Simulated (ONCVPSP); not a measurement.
# How the radius of the d waves shapes an ONCV potential for Ta, part 1 of 2

One potential is built and tested. Then the radius of the d waves is changed, to learn what it costs or gains.

Method: ONCVPSP 4.0.1, PBEsol, scalar-relativistic.

## 1. The design

Typed settings, in words:

```
element                 : tantalum (Ta, Z = 73)
type                    : optimised norm-conserving Vanderbilt (ONCV)
frozen core             : [Kr] 4d10 4f14
valence charge          : 13
reference configuration : 5s2 5p6 5d3 6s2
partial waves           : 5s+6s: rc 1.70 bohr, ncon 4, nbas 9, qcut 9.2 1/bohr, 2 projectors; 5p: rc 1.75 bohr, ncon 4, nbas 9, qcut 7.8 1/bohr, 2 projectors, debl 2.6 Ha; 5d: rc 2.32 bohr, ncon 5, nbas 9, qcut 6.3 1/bohr, 1 projector
local potential         : polynomial inside 1.50 bohr (lpopt 1, dvloc0 -1 Ha)
core correction         : Teter function, fcfact 2.25, rcfact 1.45
```

An earlier all-electron run gives the scale for the radii.

All-electron outer shells of the reference configuration (PBEsol, scalar-relativistic, ld1.x):

```
shell  level (eV)  outermost node (bohr)  outermost maximum (bohr)
   5s      -73.03                   0.54                      0.98
   5p      -39.42                   0.58                      1.13
   4f      -24.73                      –                      0.44
   6s       -5.47                   1.32                      2.78
   5d       -3.62                   0.65                      1.58
   6p       -1.36                   1.59                      3.85
```

## 2. Generation of the first potential

Ta.dat reads:

```
# ATOM AND REFERENCE CONFIGURATION
# atsym  z   nc   nv     iexc    psfile
  Ta 73.00   10    4  -116133      upf
#
#   n    l    f
    1    0    2.00
    2    0    2.00
    2    1    6.00
    3    0    2.00
    3    1    6.00
    3    2   10.00
    4    0    2.00
    4    1    6.00
    4    2   10.00
    4    3   14.00
    5    0    2.00
    5    1    6.00
    5    2    3.00
    6    0    2.00
#
# PSEUDOPOTENTIAL AND OPTIMIZATION
# lmax
    2
#
#   l,   rc,      ep,       ncon, nbas, qcut
    0    1.70    0.00    4    9    9.20
    1    1.75    0.00    4    9    7.80
    2    2.32    0.00    5    9    6.30
#
# LOCAL POTENTIAL
# lloc, lpopt,  rc(5),   dvloc0
    4    1    1.50   -1.00
#
# VANDERBILT-KLEINMAN-BYLANDER PROJECTORs
# l, nproj, debl
    0    2    2.20
    1    2    2.60
    2    1    2.80
#
# MODEL CORE CHARGE
# icmod, fcfact, rcfact
    3    2.25    1.45
#
# LOG DERIVATIVE ANALYSIS
# epsh1, epsh2, depsh
   -4.00    5.00    0.02
#
# OUTPUT GRID
# rlmax, drl
    6.00    0.01
#
# TEST CONFIGURATIONS
# ncnf
    4
# nvcnf
#   n    l    f
    4
    5    0    2.00
    5    1    6.00
    5    2    3.00
    6    0    1.00
#
    4
    5    0    2.00
    5    1    6.00
    5    2    3.00
    6    0    0.00
#
    4
    5    0    2.00
    5    1    6.00
    5    2    2.00
    6    0    0.00
#
    5
    5    0    2.00
    5    1    6.00
    5    2    2.00
    6    0    2.00
    6    1    1.00
#
```

Run with:

```bash
$ oncvpsp.x < Ta.dat > Ta.out
```

The output, Ta.out (without the consistency checks and plot data):

```text
ONCVPSP  (Optimized Norm-Conservinng Vanderbilt PSeudopotential)
scalar-relativistic version 4.0.1

#   n    l    f        energy (Ha)
    1    0    2.00    -2.4749533E+03
    2    0    2.00    -4.2523221E+02
    2    1    6.00    -3.7266675E+02
    3    0    2.00    -9.7404918E+01
    3    1    6.00    -8.1773648E+01
    3    2   10.00    -6.3534126E+01
    4    0    2.00    -1.9847360E+01
    4    1    6.00    -1.4719771E+01
    4    2   10.00    -8.1594938E+00
    4    3   14.00    -9.0886811E-01
    5    0    2.00    -2.6838649E+00
    5    1    6.00    -1.4485286E+00
    5    2    3.00    -1.3305646E-01
    6    0    2.00    -2.0104675E-01

Reference configufation results
  iterations    31
  all-electron total energy (Ha)   -1.55999090D+04

Begin loop to  construct optimized pseudo wave functions
and semi-local pseudopoentials for all angular momenta

Calculating optimized projector #   1

 for l=   0

    Fraction of norm inside rc  0.936320
    Optimizing pswf for qcut=   9.19 a_B^-1,  ecut=  42.23 Ha
    Residual kinetic energy error=  1.11D-08 Ha

    Energy error per electron        Cutoff
         Ha          eV             Ha
         0.01000     0.27211       19.47
         0.00100     0.02721       24.94
         0.00010     0.00272       29.62
         0.00001     0.00027       33.33

Calculating optimized projector #   2

 for l=   0

    Fraction of norm inside rc  0.053770
    Optimizing pswf for qcut=   9.19 a_B^-1,  ecut=  42.23 Ha
    Residual kinetic energy error=  6.71D-09 Ha

    Energy error per electron        Cutoff
         Ha          eV             Ha
         0.01000     0.27211       15.24
         0.00100     0.02721       22.06
         0.00010     0.00272       27.70
         0.00001     0.00027       32.26

   Wellstate for l =  1  n =  7
     eigenvalue =   1.1515
     asymptotic potential =   1.6515
     half-point radius =  4.3629

Calculating optimized projector #   1

 for l=   1

    Fraction of norm inside rc  0.852474
    Optimizing pswf for qcut=   7.80 a_B^-1,  ecut=  30.41 Ha
    Residual kinetic energy error=  1.15D-06 Ha

    Energy error per electron        Cutoff
         Ha          eV             Ha
         0.01000     0.27211        8.29
         0.00100     0.02721       19.12
         0.00010     0.00272       23.91
         0.00001     0.00027       27.22

Calculating optimized projector #   2

 for l=   1

    Fraction of norm inside rc  0.069314
    Optimizing pswf for qcut=   7.80 a_B^-1,  ecut=  30.41 Ha
    Residual kinetic energy error=  2.69D-06 Ha

    Energy error per electron        Cutoff
         Ha          eV             Ha
         0.01000     0.27211        7.56
         0.00100     0.02721       18.57
         0.00010     0.00272       24.33
         0.00001     0.00027       28.32

Calculating optimized projector #   1

 for l=   2

    Fraction of norm inside rc  0.618616
    Optimizing pswf for qcut=   6.30 a_B^-1,  ecut=  19.85 Ha
    Residual kinetic energy error=  8.66D-07 Ha

    Energy error per electron        Cutoff
         Ha          eV             Ha
         0.01000     0.27211        9.63
         0.00100     0.02721       12.95
         0.00010     0.00272       15.56
         0.00001     0.00027       17.82

Construct Vanderbilt / Kleinmman-Bylander projectors

B matrix Hermiticity error, ll=   0
   1   2    3.0875E-04

  Orthonormal projector coefficients  9.9032E+00 -1.8445E-01

B matrix Hermiticity error, ll=   1
   1   2   -3.1572E-04

  Orthonormal projector coefficients  5.0171E+00  6.2675E-01

Model core correction analysis
  based on d2Exc/dn_idn_j

d2excae - all-electron derivatives

   -2.728944D-02   -2.391313D-02   -9.588066D-03   -1.624325D-03
   -2.391313D-02   -2.420744D-02   -1.331349D-02   -2.815296D-03
   -9.588084D-03   -1.331346D-02   -1.779324D-02   -1.434365D-02
   -1.624293D-03   -2.815119D-03   -1.434072D-02   -2.437427D-02

d2excps - pseudofunction derivatives with no core correction

   -4.529588D-02   -3.594193D-02   -1.263351D-02   -2.958727D-03
   -3.594311D-02   -3.220542D-02   -1.561236D-02   -3.726749D-03
   -1.263399D-02   -1.561244D-02   -1.888949D-02   -1.466681D-02
   -2.958918D-03   -3.726625D-03   -1.466386D-02   -2.458230D-02

rms 2nd derivative error    6.677443E-03

rmatch, rhocmatch    0.9832    8.8740

Teter function model core charge with specified parameters

d2excps - pseudofunction derivatives with core correction

   -3.309166D-02   -2.750266D-02   -1.067880D-02   -2.157879D-03
   -2.750283D-02   -2.614850D-02   -1.407871D-02   -3.232881D-03
   -1.067884D-02   -1.407865D-02   -1.842170D-02   -1.459578D-02
   -2.157881D-03   -3.232721D-03   -1.459281D-02   -2.452138D-02

rms 2nd derivative error    2.064834E-03

Pseudoatom total energy  -58.530256

Diagnostic tests using Vanderbilt-Kleinman-Bylander pseudopotentials
  1 or more projectors used as specified by nproj input data

   l    rcore       rmatch      e in        delta e   norm test  slope test

   0   1.7047202   1.7564792  -2.6838649  -0.0000105   1.0002569   1.0002468
   0   1.7047202   1.7564792  -0.2010468   0.0000025   1.0000266   1.0000331

   1   1.7564792   1.8098097  -1.4485286  -0.0000005   1.0001238   1.0001349
   1   1.7564792   1.8098097   1.1514714   0.0000429   1.0003764   1.0003764

   2   2.3267413   2.3973862  -0.1330565  -0.0000002   1.0000002   1.0000034

 Testing for bound ghosts
   n   l    E NL Schr. Eq   E Basis Diag.   E Cutoff

   1   0       -2.683875       -2.683875    120.67
   2   0       -0.201044       -0.144322    120.67

   2   1       -1.448529       -1.448517    128.40

   3   2       -0.133057       -0.131237     63.60

 Testing for highly-localized positive-energy ghosts
       l    <radius>/rc     E Basis Diag.   E Cutoff

       0        0.952900       11.348148    120.67  WARNING - GHOST(+)

Test configuration 0

   n   l     f        eae           eps        diff
   1   0  2.0000-2474.95329610
   2   0  2.0000 -425.23221155
   2   1  6.0000 -372.66675161
   3   0  2.0000  -97.40491763
   3   1  6.0000  -81.77364814
   3   2 10.0000  -63.53412610
   4   0  2.0000  -19.84736048
   4   1  6.0000  -14.71977069
   4   2 10.0000   -8.15949377
   4   3 14.0000   -0.90886811
   5   0  2.0000   -2.68386489   -2.68387541   -1.05D-05
   5   1  6.0000   -1.44852857   -1.44852908   -5.09D-07
   5   2  3.0000   -0.13305646   -0.13305668   -2.19D-07
   6   0  2.0000   -0.20104675   -0.20104427    2.49D-06

    Total energies and differences
      AE_ref= -1.55999090D+04  AE_tst= -1.55999090D+04  dif=  0.00D+00
      PS_ref= -5.85302564D+01  PS_tst= -5.85302564D+01  dif= -1.07D-13
      PSP excitation error=  1.07D-13

Test configuration 1

   n   l     f        eae           eps        diff
   1   0  2.0000-2475.22065207
   2   0  2.0000 -425.49777891
   2   1  6.0000 -372.93238287
   3   0  2.0000  -97.67060523
   3   1  6.0000  -82.03933869
   3   2 10.0000  -63.79970284
   4   0  2.0000  -20.11310129
   4   1  6.0000  -14.98547570
   4   2 10.0000   -8.42508333
   4   3 14.0000   -1.17436111
   5   0  2.0000   -2.94938407   -2.94974250   -3.58D-04
   5   1  6.0000   -1.71468639   -1.71486286   -1.76D-04
   5   2  3.0000   -0.38708451   -0.38703444    5.01D-05
   6   0  1.0000   -0.42848476   -0.42846698    1.78D-05

    Total energies and differences
      AE_ref= -1.55999090D+04  AE_tst= -1.55995965D+04  dif=  3.13D-01
      PS_ref= -5.85302564D+01  PS_tst= -5.82175794D+01  dif=  3.13D-01
      PSP excitation error= -1.10D-04

Test configuration 2

   n   l     f        eae           eps        diff
   1   0  2.0000-2475.53019363
   2   0  2.0000 -425.80487387
   2   1  6.0000 -373.23957773
   3   0  2.0000  -97.97747807
   3   1  6.0000  -82.34621868
   3   2 10.0000  -64.10648313
   4   0  2.0000  -20.42005018
   4   1  6.0000  -15.29240130
   4   2 10.0000   -8.73188249
   4   3 14.0000   -1.48090065
   5   0  2.0000   -3.25551570   -3.25664306   -1.13D-03
   5   1  6.0000   -2.02035430   -2.02094485   -5.91D-04
   5   2  3.0000   -0.67342967   -0.67316851    2.61D-04

    Total energies and differences
      AE_ref= -1.55999090D+04  AE_tst= -1.55990461D+04  dif=  8.63D-01
      PS_ref= -5.85302564D+01  PS_tst= -5.76671451D+01  dif=  8.63D-01
      PSP excitation error= -1.39D-04

Test configuration 3

   n   l     f        eae           eps        diff
   1   0  2.0000-2475.99542761
   2   0  2.0000 -426.27188003
   2   1  6.0000 -373.70662739
   3   0  2.0000  -98.44125399
   3   1  6.0000  -82.81001753
   3   2 10.0000  -64.57084315
   4   0  2.0000  -20.88374210
   4   1  6.0000  -15.75631864
   4   2 10.0000   -9.19613166
   4   3 14.0000   -1.94413165
   5   0  2.0000   -3.71461076   -3.71938701   -4.78D-03
   5   1  6.0000   -2.46886269   -2.47226549   -3.40D-03
   5   2  2.0000   -1.07050603   -1.07112076   -6.15D-04

    Total energies and differences
      AE_ref= -1.55999090D+04  AE_tst= -1.55981784D+04  dif=  1.73D+00
      PS_ref= -5.85302564D+01  PS_tst= -5.67992495D+01  dif=  1.73D+00
      PSP excitation error= -3.47D-04

Test configuration 4

   n   l     f        eae           eps        diff
   1   0  2.0000-2475.08829417
   2   0  2.0000 -425.37034785
   2   1  6.0000 -372.80476391
   3   0  2.0000  -97.54172006
   3   1  6.0000  -81.91044866
   3   2 10.0000  -63.67130459
   4   0  2.0000  -19.98433308
   4   1  6.0000  -14.85691145
   4   2 10.0000   -8.29695641
   4   3 14.0000   -1.04608551
   5   0  2.0000   -2.81985075   -2.82124653   -1.40D-03
   5   1  6.0000   -1.57811651   -1.57923534   -1.12D-03
   5   2  2.0000   -0.22768414   -0.22804624   -3.62D-04
   6   0  2.0000   -0.25878847   -0.25876302    2.55D-05
   6   1  1.0000   -0.08611072   -0.08611317   -2.46D-06

    Total energies and differences
      AE_ref= -1.55999090D+04  AE_tst= -1.55997976D+04  dif=  1.11D-01
      PS_ref= -5.85302564D+01  PS_tst= -5.84187330D+01  dif=  1.12D-01
      PSP excitation error= -4.84D-05
```

It took 4.5 s on 1 thread, shared host.

All-electron and pseudo partial waves u(r) = r·R(r), from the program's wave files:

| r (bohr) | 5d AE | 5d PS |
| --- | --- | --- |
| 0.116 | 0.1971 | 0.0018 |
| 0.232 | -0.0482 | 0.0135 |
| 0.348 | -0.2796 | 0.0430 |
| 0.464 | -0.2681 | 0.0942 |
| 0.580 | -0.1147 | 0.1664 |
| 0.696 | 0.0785 | 0.2544 |
| 0.812 | 0.2593 | 0.3505 |
| 0.928 | 0.4081 | 0.4456 |
| 1.044 | 0.5214 | 0.5314 |
| 1.160 | 0.6021 | 0.6018 |
| 1.276 | 0.6554 | 0.6537 |
| 1.392 | 0.6868 | 0.6866 |
| 1.508 | 0.7012 | 0.7024 |
| 1.624 | 0.7029 | 0.7045 |
| 1.740 | 0.6953 | 0.6965 |
| 1.856 | 0.6810 | 0.6816 |
| 1.972 | 0.6620 | 0.6622 |
| 2.088 | 0.6400 | 0.6401 |
| 2.204 | 0.6161 | 0.6161 |
| 2.320 | 0.5911 | 0.5911 |
| 2.436 | 0.5656 | 0.5656 |
| 2.552 | 0.5401 | 0.5401 |
| 2.668 | 0.5148 | 0.5148 |
| 2.784 | 0.4899 | 0.4899 |
| 2.900 | 0.4656 | 0.4656 |
| 3.016 | 0.4420 | 0.4420 |

Densities times 4π (e/bohr³); a dash where the program caps the true core:

| r (bohr) | pseudo valence | true core | model core |
| --- | --- | --- | --- |
| 0.116 | 0.4563 | – | 19.55 |
| 0.348 | 3 | – | 16.52 |
| 0.580 | 7.184 | – | 11.73 |
| 0.812 | 9.449 | 28.67 | 6.91 |
| 1.044 | 8.125 | 6.041 | 3.304 |
| 1.276 | 5.225 | 1.598 | 1.233 |
| 1.508 | 2.862 | 0.4937 | 0.3342 |
| 1.740 | 1.516 | 0.1676 | 0.05569 |
| 1.972 | 0.8535 | 0.06063 | 0.00322 |
| 2.204 | 0.5266 | 0.02298 | 0.0001214 |
| 2.436 | 0.3523 | 0.009051 | 0.0003848 |
| 2.668 | 0.2487 | 0.003677 | 7.126e-05 |
| 2.900 | 0.1808 | 0.001534 | 2.362e-06 |

## 3. The configuration tests of the same run

The tests as a table, with energies relative to 5s2 5p6 5d3 6s2.

```csv
valence configuration,charge,ΔE all-electron (eV),error AE − PS (meV)
5s2 5p6 5d3 6s1,+1,8.505,-3.0
5s2 5p6 5d3 6s0,+2,23.483,-3.8
5s2 5p6 5d2 6s0,+3,47.094,-9.4
5s2 5p6 5d2 6s2 6p1,0,3.033,-1.3
```

## 4. Scattering by logarithmic derivatives

Taken from the files of the generation run. The phase is arctan(r·R′/R) of the radial function R, unwrapped, with energies in Ha. A pole is an energy at which the radial function vanishes at the test radius. The pseudo phase is shifted by a multiple of π to meet the all-electron one at the reference energy. Levels narrower than the energy grid can be missing from the poles. The last column is the largest difference on the grid between −0.5 and +0.5 Ha.

| channel | radius (bohr) | reference (Ha) | poles AE | poles PS | window around the reference with phases within 0.05 rad (Ha) | largest difference near zero (rad) |
| --- | --- | --- | --- | --- | --- | --- |
| s | 1.73 | -0.20 | -2.19 | -2.19 | the whole range | 0.000 |
| p | 1.78 | -1.45 | -0.68 | -0.68 | the whole range | 0.000 |
| d | 2.35 | -0.13 | 0.43, 4.70 | 0.43, 4.48 | below 1.7 | 0.001 |

Phases (rad) along the scan:

| E (Ha) | d AE | d PS | s AE | s PS |
| --- | --- | --- | --- | --- |
| -3.98 | 1.389 | 1.389 | 1.034 | 1.034 |
| -3.50 | 1.374 | 1.374 | 0.616 | 0.616 |
| -3.02 | 1.354 | 1.354 | -0.821 | -0.821 |
| -2.54 | 1.327 | 1.327 | -1.428 | -1.428 |
| -2.06 | 1.288 | 1.288 | -1.607 | -1.607 |
| -1.58 | 1.222 | 1.222 | -1.704 | -1.704 |
| -1.10 | 1.083 | 1.083 | -1.781 | -1.781 |
| -0.62 | 0.574 | 0.573 | -1.862 | -1.862 |
| -0.14 | -1.070 | -1.070 | -1.965 | -1.965 |
| 0.34 | -1.530 | -1.530 | -2.124 | -2.124 |
| 0.82 | -1.714 | -1.716 | -2.416 | -2.416 |
| 1.30 | -1.923 | -1.932 | -2.990 | -2.991 |
| 1.78 | -2.517 | -2.587 | -3.696 | -3.699 |
| 2.26 | -3.949 | -4.020 | -4.113 | -4.116 |
| 2.74 | -4.398 | -4.424 | -4.321 | -4.324 |
| 3.22 | -4.544 | -4.561 | -4.438 | -4.440 |
| 3.70 | -4.620 | -4.634 | -4.512 | -4.515 |
| 4.18 | -4.670 | -4.685 | -4.564 | -4.567 |
| 4.66 | -4.710 | -4.728 | -4.604 | -4.607 |

## 5. Plane-wave cutoff and ghosts

From the same output: the cutoffs (Ha) at which the residual kinetic energy of the hardest occupied pseudo-wave falls to 1 and 0.1 mHa per electron are 25 Ha and 30 Ha.

The program's own ghost test: no bound ghost flagged; GHOST(+) flagged for s at 308.8 eV.

Cutoff (Ha) at which the first wave of each channel reaches a given error (Ha per electron):

| error | s | p | d |
| --- | --- | --- | --- |
| 1.0e-02 | 19.5 | 8.3 | 9.6 |
| 3.2e-03 | 22.3 | 15.6 | 11.3 |
| 1.0e-03 | 24.9 | 19.1 | 12.9 |
| 3.2e-04 | 27.4 | 21.8 | 14.3 |
| 1.0e-04 | 29.6 | 23.9 | 15.6 |
| 3.2e-05 | 31.6 | 25.6 | 16.7 |
| 1.0e-05 | 33.3 | 27.2 | 17.8 |

(Continued in part 2 of 2.)
